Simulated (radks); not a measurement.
**H in 2s1: an all-electron calculation**

Wanted: eigenvalues, radial structure and energy terms of neutral hydrogen.

Program: radks (a radial shooting solver on a logarithmic mesh, Libxc functionals) version 1. Level of theory: non-relativistic Kohn-Sham, PBE, spin-unpolarised, spherical densities, point nucleus. These are calculated values, not measurements, unless marked.

**1. The system**

```
element       : hydrogen (Z = 1)
charge        : 0
electrons     : 1
configuration : 2s1
```

The outer shells:

H
```
2s [↑ ]
```

**2. The calculation**

Input:

```text
Z 1
configuration 2s1 1s0 2p0 3d0
relativity non-relativistic
functional pbe,pbe
spin unpolarised
nucleus point
```

The run is started by

```bash
> python run_ks.py task.json out
```

All runs below come from this command, one after another.

**Question.** What will this run give?

The runs gave:

```
                        quantity                value
                    total energy     -0.12691 hartree
exchange-correlation share of it              61.78 %
                            −T/E               0.9593
          highest occupied level        2s, -1.983 eV
    most extended occupied level  2s, <r> = 5.88 bohr
 radius at density 0.001 e/bohr³            1.29 bohr
    maxima of the radial density                    2
```

What this shows: 1 principal shells are occupied and 2 maxima appear in the radial density. This is not the tabulated ground configuration, so its levels and sizes aren't those of the ground state, and no measured value stands beside it.
